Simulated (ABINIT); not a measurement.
TaAs:

```
Ta As
1.0
    -1.72181    1.72181    5.86794
     1.72181   -1.72181    5.86794
     1.72181    1.72181   -5.86794
Ta As
2 2
Direct
  0.49997 0.49997 0.00000
  0.24997 0.74997 0.50000
  0.08263 0.08263 0.00000
  0.83263 0.33263 0.50000
```

The cell is a database's computed one.

| Quantity | Value |
| --- | --- |
| Program | ABINIT 10.8.3 (patched build) |
| Task | relaxation of cell and atoms |
| Functional | LDA |
| Potentials or basis | JTH PAW LDA v2.0 |
| Cutoff | 517 eV |
| k mesh | 6 × 6 × 6 |
| Occupations | fermi-dirac, width 0.05 eV |
| Spin | no spin polarisation |

At the start: pressure -7.5 GPa; volume 17.40 Å³/atom.

Q: How do energy, volume and symmetry change on relaxing?

A: Over 8 steps the energy falls by 16.8 meV/atom and the volume is 16.70 Å³/atom (-4.0 %); space group I4_1md (No. 109, to 0.05 Å).

The path:
```tsv
step	energy change (eV)	largest force (eV/Å)	pressure (GPa)	volume (Å³)
1	0.0000	0.0248	-7.47	69.59
2	-0.0540	0.0257	-3.40	68.01
3	-0.0668	0.0245	0.20	66.76
4	-0.0670	0.0230	0.01	66.82
5	-0.0672	0.0173	-0.15	66.86
6	-0.0673	0.0097	-0.13	66.84
7	-0.0673	0.0047	-0.04	66.81
8	-0.0673	0.0028	0.00	66.80
```

Final structure:
```xyz
4
Lattice="-1.7009 1.7009 5.7721 1.7009 -1.7009 5.7721 1.7009 1.7009 -5.7721" Properties=species:S:1:pos:R:3 pbc="T T T"
Ta    0.0000    0.0000    5.7746
Ta    1.7009    0.0000    2.8885
As    0.0000    0.0000    0.9510
As    0.0000    1.7009    3.8370
```

Caveat: the k mesh is coarse (spacing up to 0.43 Å⁻¹), so the values aren't converged.
